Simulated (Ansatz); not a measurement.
# BiTe (R-3m) in Ansatz: a series of runs

Runs on BiTe. Level: PBE. Tasks: single point, equation of state.

All numbers are computed with Ansatz 0.2.0; they aren't measurements. Logs are shortened: lines on timing, memory, paths and dates and some standing lists are left out, and cuts for length are marked.

## (1) The structure

Symmetry: R-3m, No. 166, trigonal system. The conventional cell has a = 4.845 Å, b = 4.845 Å, c = 9.952 Å, α = 90.00°, β = 90.00°, γ = 120.00°. Bi (site symmetry -3m) has 6 Te at 3.25 Å as nearest neighbours. Te (site symmetry -3m) is surrounded by 6 Bi at 3.25 Å.

The cell comes from a database or a generator and needn't be the stable form of this composition.

## (2) Single point, PBE, 31.70 Å³/atom (volume scaled by 0.94)

File input.yaml:

```yaml
crystal:
  lattice:
    - [2.3732508797, 1.3701970343, 3.2495731172]
    - [-2.3732508797, 1.3701970343, 3.2495731172]
    - [0.0, -2.7403940685, 3.2495731172]
  atoms:
    - { symbol: Bi, position: [0.5, 0.5, 0.5] }
    - { symbol: Te, position: [0.0, 0.0, 0.0] }
hamiltonian:
  xc: pbe
  pseudopotentials: { kind: nc }
kpoints:
  mp_grid: { grid: [7, 7, 7] }
scf:
  occupations: { method: fermi_dirac, width: 0.05 }
output:
  forces: true
  stress: true
  eigenvalues: true
  write_density: true
  write_potential: true
  elf: true
  volumetric_format: npy
```

Potentials or basis: Ansatz NC.

Run with:

```
$ ansatz run input.yaml --threads 2 --pin off --max-ram 5632MiB --backend cpu --events-out ev --progress --plain --runs-dir out
```

Standard output:

```text
Warning: RAYON_NUM_THREADS=2 ignored (pool sized by the plan → 2); use --threads N
Engine: ansatz 0.2.0, aarch64-unknown-linux-gnu
Pseudopotentials: kind: nc
Pseudopotential: Bi, nc, valence charge 15, recommended cutoff 897.975746 eV (normal), Bi.nc.azcp
Pseudopotential: Te, nc, valence charge 16, recommended cutoff 1120 eV (normal), Te.nc.azcp
Functional definition: PBE
  parameter kappa = 0.804
  parameter beta = 0.06672455060314922
  exchange = pbe_x(kappa = kappa, mu = beta*pi^2/3)
  correlation = pbe_c(beta = beta)
Crystal: 2 atoms, lattice volume = 63.402 Å³
Basis set: ecut = 1120 eV, 5423 PW (Γ), exchange–correlation on 96×96×96 points (8 copies of the dense FFT grid, shifted against one another)
Bands: 20, of which v1, the nominal top of the filled ones, is band 16 counted from 1 (15 counted from 0)
Symmetry: 12 space group operations
Space group: R-3m (ITA 166), of the structure as read, at distance tolerance 4.0e-5 Å
k-points: 44 of 343
Non-local potential: Bi, projectors of the file, l = 0: 3, l = 1: 3, l = 2: 2, l = 3: 1
Non-local potential: Te, projectors of the file, l = 0: 3, l = 1: 3, l = 2: 2, l = 3: 2
Initial density: superposition of atomic densities (chi_scale 0.1, normalization cell, long waves kept (reshape's long-wave potential 0.00 eV rms))
Initial wavefunctions: pseudopotential atomic-orbital guess
Functional: x = pbe(κ = 0.804, μ = 0.2195149727645171), c = pbe(β = 0.06672455060314922)
SCF iter   1: F=—  HF=-5523.318636 eV  |F-HF|=—  |Δ(HF+E_count)|=         —  Δρ=1.07e-2  dr2=7.83e-2  ethr=3.10e-3  ⟨swp⟩=17.6  Hψ=8916  notcnv=0
preconditioner: auto → Kerker (q_TF=auto, 2.422 Å⁻¹)  [metal: Δε(μ)=0.076 eV  Ē_g=9.689 eV  σ=0.050 eV  W_gap=0.33  n_scr=14 (ndim 8)  ℏωp=15.5 eV  f_vac=0.000  D(μ)=1.37/eV (n_scr^D=8)]
SCF iter   2: F=—  HF=-5523.310976 eV  |F-HF|=—  |Δ(HF+E_count)|=   7.66e-3  Δρ=6.88e-3  dr2=3.29e-2  ethr=2.53e-4  ⟨swp⟩=5.4  Hψ=2259  notcnv=0  defer=8
SCF iter   3: F=—  HF=-5523.309925 eV  |F-HF|=—  |Δ(HF+E_count)|=   1.05e-3  Δρ=9.52e-4  dr2=3.43e-4  ethr=1.06e-4  ⟨swp⟩=5.1  Hψ=2343  notcnv=0  defer=8
SCF iter   4: F=—  HF=-5523.310073 eV  |F-HF|=—  |Δ(HF+E_count)|=   1.48e-4  Δρ=2.43e-4  dr2=3.24e-5  ethr=1.11e-6  ⟨swp⟩=4.1  Hψ=2169  notcnv=0  defer=8
SCF iter   5: F=—  HF=-5523.310271 eV  |F-HF|=—  |Δ(HF+E_count)|=   1.98e-4  Δρ=8.03e-5  dr2=6.27e-6  ethr=1.05e-7  ⟨swp⟩=3.6  Hψ=1982  notcnv=0  defer=8
SCF iter   6: F=—  HF=-5523.310276 eV  |F-HF|=—  |Δ(HF+E_count)|=   4.90e-6  Δρ=2.05e-5  dr2=4.05e-7  ethr=2.02e-8  ⟨swp⟩=3.8  Hψ=1557  notcnv=0  defer=8
SCF iter   7: F=-5523.310276 eV  HF=-5523.310276 eV  |F-HF|=8.88e-9  |Δ(HF+E_count)|=   1.98e-7  Δρ=4.56e-6  dr2=6.88e-9  ethr=3.23e-10  ⟨swp⟩=27.9  Hψ=13290  notcnv=0
SCF 1 converged in 7 iterations: F = -5523.310276 eV  dr2 = 6.88e-9
SCF converged after 7 iterations
Free energy (F): -5523.310276 eV
Harris-Foulkes:  -5523.310276 eV  (|F-HF|=8.88e-9)
Internal energy: -5523.297750 eV  (E = F + TS)
E sigma→0 (E₀):  -5523.304013 eV
Entropy (-TS):   -0.012527 eV (-6.263 meV/atom)
Fermi energy:    10.967415 eV
--- Per-component energies (eV) ---
  E_band       = -332.156455
  E_kinetic    = 2864.758487
  E_local      = -3384.352640  (includes V_loc(G=0)·N_el)
  E_nonlocal   = -1414.288600
  E_hartree    = 1192.960509
  E_xc         = -1671.775119
  E_vxc        = -784.195367  (∫ρ·V_xc dr)
  E_ewald      = -3110.600387
  E_smearing   = -0.012527  (= −TS)
  E_closure    = 0.000000  (closes the sum)
  Σ components = -5523.310276   (vs F -5523.310276, Δ=0.00e0)
--- Forces (eV/Å), atoms counted from 1 ---
  atom   1  Bi     0.00000000     0.00000000     0.00000000
  atom   2  Te     0.00000000     0.00000000    -0.00000000
  max |Σ_I F_I| component: 5.38e-28 eV/Å
--- Stress (GPa, compression-positive) ---
        4.034312       0.000000       0.000000
        0.000000       4.034312      -0.000000
        0.000000      -0.000000       2.899374
  P = ⅓ Tr σ = 3.6560 GPa (36.560 kbar)
--- Band table (eV; the first three rows and the last of 44) ---
  k-point 0: bands = ["-26.3779", "-26.3779", "-26.3431", "-26.3431", "-26.3279", "-12.3262", "-12.3262", "-12.3106", "-12.3106", "-12.2905", "-2.9810", "2.8943", "7.8393", "7.8393", "9.2368", "12.9689", "13.6157", "13.6157", "14.9033", "14.9033"]
  k-point 1: bands = ["-26.3779", "-26.3779", "-26.3431", "-26.3428", "-26.3278", "-12.3262", "-12.3258", "-12.3121", "-12.3090", "-12.2900", "-2.7931", "2.3631", "7.9621", "8.1773", "9.1539", "12.2898", "12.8373", "13.0079", "15.2046", "15.4325"]
  k-point 2: bands = ["-26.3777", "-26.3777", "-26.3432", "-26.3423", "-26.3277", "-12.3270", "-12.3255", "-12.3149", "-12.3055", "-12.2880", "-2.2375", "1.1725", "8.3245", "8.7244", "9.2619", "11.0832", "11.5203", "12.1140", "16.0572", "16.1124"]
  k-point 43: bands = ["-26.3779", "-26.3778", "-26.3414", "-26.3414", "-26.3279", "-12.3357", "-12.3338", "-12.2937", "-12.2931", "-12.2931", "-0.5334", "-0.0367", "6.8374", "7.8924", "8.0623", "10.1420", "10.3250", "11.6749", "18.1402", "18.7752"]
```

It took 11 s on 2 threads of Arm Neoverse V2, shared host; peak memory 0.47 GiB.

Results:

```
Free energy            : -5523.3103 eV
Pressure               : 3.7 GPa
Band gap on the k mesh : none (metal or under the smearing width)
```

Caveat: spin-orbit coupling is left out, which moves the levels of the heavy elements.

## (3) Single point, PBE, 32.38 Å³/atom (volume scaled by 0.96)

File input.yaml:

```yaml
crystal:
  lattice:
    - [2.3899644647, 1.3798466271, 3.2724581889]
    - [-2.3899644647, 1.3798466271, 3.2724581889]
    - [0.0, -2.7596932542, 3.2724581889]
  atoms:
    - { symbol: Bi, position: [0.5, 0.5, 0.5] }
    - { symbol: Te, position: [0.0, 0.0, 0.0] }
hamiltonian:
  xc: pbe
  pseudopotentials: { kind: nc }
kpoints:
  mp_grid: { grid: [7, 7, 7] }
scf:
  occupations: { method: fermi_dirac, width: 0.05 }
output:
  forces: true
  stress: true
  eigenvalues: true
```

Potentials or basis: Ansatz NC.

Run with:

```
$ ansatz run input.yaml --threads 2 --pin off --max-ram 5632MiB --backend cpu --events-out ev --progress --plain --runs-dir out
```

Wall time 9.7 s (2 threads of Arm Neoverse V2, shared host); peak memory 0.48 GiB.

Results (log left out):

* Free energy: -5523.3356 eV
* Pressure: 2.4 GPa
* Band gap on the k mesh: none (metal or under the smearing width)

Caveat: spin-orbit coupling is left out, which moves the levels of the heavy elements.

## (4) Single point, PBE, 33.05 Å³/atom (volume scaled by 0.98)

File input.yaml:

```yaml
crystal:
  lattice:
    - [2.4064474992, 1.3893631114, 3.2950275793]
    - [-2.4064474992, 1.3893631114, 3.2950275793]
    - [0.0, -2.7787262229, 3.2950275793]
  atoms:
    - { symbol: Bi, position: [0.5, 0.5, 0.5] }
    - { symbol: Te, position: [0.0, 0.0, 0.0] }
hamiltonian:
  xc: pbe
  pseudopotentials: { kind: nc }
kpoints:
  mp_grid: { grid: [7, 7, 7] }
scf:
  occupations: { method: fermi_dirac, width: 0.05 }
output:
  forces: true
  stress: true
  eigenvalues: true
  write_density: true
  write_potential: true
  elf: true
  volumetric_format: npy
```

Run with:

```
$ ansatz run input.yaml --threads 2 --pin off --max-ram 5632MiB --backend cpu --events-out ev --progress --plain --runs-dir out
```

Run time: 11 s. Hardware: 2 threads of Arm Neoverse V2, shared host; peak memory 0.48 GiB.

It converged, with:

- Free energy: -5523.3506 eV
- Pressure: 1.2 GPa
- Band gap on the k mesh: none (metal or under the smearing width)

Caveat: spin-orbit coupling is left out, which moves the levels of the heavy elements.

## (5) Single point, PBE, 33.72 Å³/atom

input.yaml, as its differences from that of step 4:

```diff
@@ -2,5 +2,5 @@
   lattice:
-    - [2.4064474992, 1.3893631114, 3.2950275793]
-    - [-2.4064474992, 1.3893631114, 3.2950275793]
-    - [0.0, -2.7787262229, 3.2950275793]
+    - [2.4227077728, 1.3987509848, 3.3172919545]
+    - [-2.4227077728, 1.3987509848, 3.3172919545]
+    - [0.0, -2.7975019696, 3.3172919545]
   atoms:
```

Run with:

```
$ ansatz run input.yaml --threads 2 --pin off --max-ram 5632MiB --backend cpu --events-out ev --progress --plain --runs-dir out
```

It took 12 s on 2 threads of Arm Neoverse V2, shared host; peak memory 0.5 GiB.

It converged, with:

```yaml
Free_energy: -5523.3564 eV
Pressure: 0.2 GPa
Band_gap_on_the_k_mesh: none (metal or under the smearing width)
```

Caveat: spin-orbit coupling is left out, which moves the levels of the heavy elements.

## (6) Single point, PBE, 34.40 Å³/atom (volume scaled by 1.02)

File input.yaml:

```yaml
crystal:
  lattice:
    - [2.4387526627, 1.4080145063, 3.3392614156]
    - [-2.4387526627, 1.4080145063, 3.3392614156]
    - [0.0, -2.8160290126, 3.3392614156]
  atoms:
    - { symbol: Bi, position: [0.5, 0.5, 0.5] }
    - { symbol: Te, position: [0.0, 0.0, 0.0] }
hamiltonian:
  xc: pbe
  pseudopotentials: { kind: nc }
kpoints:
  mp_grid: { grid: [7, 7, 7] }
scf:
  occupations: { method: fermi_dirac, width: 0.05 }
output:
  forces: true
  stress: true
  eigenvalues: true
```

Potentials or basis: Ansatz NC.

Run with:

```
$ ansatz run input.yaml --threads 2 --pin off --max-ram 5632MiB --backend cpu --events-out ev --progress --plain --runs-dir out
```

Wall time 9.8 s (2 threads of Arm Neoverse V2, shared host); peak memory 0.48 GiB.

It converged, with:

```
Free energy            : -5523.3541 eV
Pressure               : -0.7 GPa
Band gap on the k mesh : none (metal or under the smearing width)
```

Caveat: spin-orbit coupling is left out, which moves the levels of the heavy elements.

## (7) Single point, PBE, 35.07 Å³/atom (volume scaled by 1.04)

input.yaml, as its differences from that of step 6:

```diff
@@ -2,5 +2,5 @@
   lattice:
-    - [2.4387526627, 1.4080145063, 3.3392614156]
-    - [-2.4387526627, 1.4080145063, 3.3392614156]
-    - [0.0, -2.8160290126, 3.3392614156]
+    - [2.4545891627, 1.4171577139, 3.3609455389]
+    - [-2.4545891627, 1.4171577139, 3.3609455389]
+    - [0.0, -2.8343154277, 3.3609455389]
   atoms:
```

Run with:

```
$ ansatz run input.yaml --threads 2 --pin off --max-ram 5632MiB --backend cpu --events-out ev --progress --plain --runs-dir out
```

Run time: 9.4 s. Hardware: 2 threads of Arm Neoverse V2, shared host; peak memory 0.48 GiB.

It converged, with:

```
Free energy            : -5523.3444 eV
Pressure               : -1.6 GPa
Band gap on the k mesh : none (metal or under the smearing width)
```

Caveat: spin-orbit coupling is left out, which moves the levels of the heavy elements.

## (8) Single point, PBE, 35.75 Å³/atom (volume scaled by 1.06)

File input.yaml:

```yaml
crystal:
  lattice:
    - [2.4702239101, 1.4261844395, 3.3823534125]
    - [-2.4702239101, 1.4261844395, 3.3823534125]
    - [0.0, -2.852368879, 3.3823534125]
  atoms:
    - { symbol: Bi, position: [0.5, 0.5, 0.5] }
    - { symbol: Te, position: [0.0, 0.0, 0.0] }
hamiltonian:
  xc: pbe
  pseudopotentials: { kind: nc }
kpoints:
  mp_grid: { grid: [7, 7, 7] }
scf:
  occupations: { method: fermi_dirac, width: 0.05 }
output:
  forces: true
  stress: true
  eigenvalues: true
  write_density: true
  write_potential: true
  elf: true
  volumetric_format: npy
```

Run with:

```
$ ansatz run input.yaml --threads 2 --pin off --max-ram 5632MiB --backend cpu --events-out ev --progress --plain --runs-dir out
```

It took 12 s on 2 threads of Arm Neoverse V2, shared host; peak memory 0.5 GiB.

It converged, with:

```
Free energy            : -5523.3281 eV
Pressure               : -2.3 GPa
Band gap on the k mesh : none (metal or under the smearing width)
```

Caveat: spin-orbit coupling is left out, which moves the levels of the heavy elements.

## (9) Equation of state, PBE

Potentials or basis: Ansatz NC.

No new run: the results of the series are fitted here.

Results:

```
Equilibrium volume                        : 33.86 Å³/atom
Bulk modulus at fixed shape and positions : 48 GPa
Pressure derivative of the bulk modulus   : 4.6
```

Energy against volume, from the lowest point:
```csv
volume (Å³/atom),energy (meV/atom)
31.701,23.08
32.376,10.45
33.050,2.93
33.725,0.00
34.399,1.18
35.074,6.03
35.748,14.16
```

Caveat: the cell was scaled at fixed shape and fractional positions, which overstates the stiffness of a crystal with free parameters, most of all of layers and chains; spin-orbit coupling is left out, which moves the levels of the heavy elements.
